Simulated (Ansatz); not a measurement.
Working through a formation energy from the elements of NaTiO3 and its elements

Program: Ansatz's Python interface.

Notebook, run cell by cell (the value of a cell's last expression is shown):

In [1]:
```python
from collections import Counter
import csv
import warnings

import ansatz as az
import numpy as np
```

In [2]:
```python
XC = "r2scan"
CUTOFF_EV = 530
TOLERANCE = 1e-07
KSPACING = 0.33
SMEARING = "fermi_dirac"
SIGMA = 0.05
```

In [3]:
```python
POLARISED = {"NaTiO3", "O2"}

GASES = {"O2"}
```

In [4]:
```python
def solve(name, crystal):
    calc = (
        crystal.calculation()
        .functional(XC)
        .basis(CUTOFF_EV)
        .scf(tolerance=TOLERANCE)
        .kpoints(spacing=KSPACING)
        .occupations(SMEARING, width=SIGMA)
        .stress()
    )
    if name in POLARISED:
        calc = calc.spin("collinear")
    if name in GASES:
        return calc.kpoints(1, 1, 1).relax(force_tolerance=0.01).run(threads=1)
    calc = calc.relax(force_tolerance=0.01, cell=True)
    return calc.run(threads=1)
```

In [5]:
```python
def counts(outcome):
    return Counter(site.symbol for site in outcome.lattice.sites)
```

In [6]:
```python
def formation_energy(outcome, mu):
    n = counts(outcome)
    return (outcome.report["energy_sigma0_ev"] - sum(k * mu[element] for element, k in n.items())) / sum(n.values())
```

In [7]:
```python
def volume_per_atom(outcome):
    return abs(np.linalg.det(outcome.lattice.cell_ang)) / len(outcome.lattice.sites)
```

In [8]:
```python
warnings.simplefilter("ignore", az.DeckWarning)
```

In [9]:
```python
phases = {}
natio3 = (
    az.Lattice.of((3.90233, 0.0, 0.0), (0.0, 3.90233, 0.0), (0.0, 0.0, 3.90233))
    .atom("Na", (0.0, 0.0, 0.0))
    .atom("Ti", (0.5, 0.5, 0.5))
    .atom("O", (0.5, 0.5, 0.0))
    .atom("O", (0.5, 0.0, 0.5))
    .atom("O", (0.0, 0.5, 0.5))
    .moments(Ti=0.5)
)
phases["NaTiO3"] = natio3
na = (
    az.Lattice.from_parameters(3.708321, 3.708321, 3.708321, alpha=109.47122, beta=109.47122, gamma=109.47122)
    .atom("Na", (0.0, 0.0, 0.0))
)
phases["Na"] = na
ti = (
    az.Lattice.from_parameters(2.95, 2.95, 4.68, alpha=90, beta=90, gamma=120)
    .space_group(194)
    .atom("Ti", (1 / 3, 2 / 3, 0.25))
)
phases["Ti"] = ti
o2 = (
    az.Lattice.from_parameters(9.0, 9.5, 10.0, alpha=90.0, beta=90.0, gamma=90.0)
    .atom("O", (0.5, 0.5, 0.4385))
    .atom("O", (0.5, 0.5, 0.5615))
    .moments(O=1.0)
)
phases["O2"] = o2
```

In [10]:
```python
done = {name: solve(name, crystal) for name, crystal in phases.items()}
```
```text
RunWarning: the starting moments were not kept: the SCF closed with an absolute magnetisation of 3.7e-5 μB, where they sum to 0.5 μB in size (1 site). That is at most 0.1 of that sum. Measured as dr2_m measures the in/out step, that magnetisation stands 4.4e-10 eV from none, at or under the dr2_threshold of 1.0e-7 eV: it is no larger than a step whose dr2_m would equal this threshold. The system [...]
```

In [11]:
```python
# chemical potentials of the elements at zero temperature
references = {"Na": "Na", "Ti": "Ti", "O": "O2"}
mu = {element: done[name].report["energy_sigma0_ev"] / len(done[name].lattice.sites) for element, name in references.items()}
```

In [12]:
```python
target = done["NaTiO3"]
heat = formation_energy(target, mu)
rows = [(name, len(o.lattice.sites), volume_per_atom(o), formation_energy(o, mu)) for name, o in done.items()]
with open("formation.csv", "w", newline="") as handle:
    writer = csv.writer(handle)
    writer.writerow(["phase", "atoms", "V (A^3/atom)", "E_form (eV/atom)"])
    writer.writerows([round(v, 4) if isinstance(v, float) else v for v in row] for row in rows)
print(open("formation.csv").read())
# gas references are bare DFT energies, without zero-point or fitted corrections
```
```text
phase,atoms,V (A^3/atom),E_form (eV/atom)
NaTiO3,5,11.4377,-2.4232
Na,1,37.5876,0.0
Ti,2,17.3148,0.0
O2,2,427.5,0.0
```

Notes:
- The SCF didn't keep the moments it started from (some shrank, vanished or turned); what is printed is the state reached.
- For the metals among these phases the mesh is modest: differences between phases can be off by up to 40 meV an atom.
- r2SCAN tends to overestimate the moments of itinerant magnets.
- The cells come from databases of deposited and of computed structures, and not all need be stable phases.
- Warnings are shown shortened and without file and line.
- The compound is the structure given, not necessarily its lowest; energies are at zero temperature, with no correction for gases. Magnetic phases start from parallel moments and may not end in their lowest magnetic state. A semilocal functional's error on such energies is often 0.05 to 0.1 eV an atom, and 0.1 to 0.3 eV against gases such as O2 or F2.
- The script silences the warnings on its input, which a real study should read.
- It ran for 13 min on 1 thread of Arm Neoverse V1 (shared host), peak memory 2.5 GiB.

(Lines on the test bed's own set-up are left out of the output.)
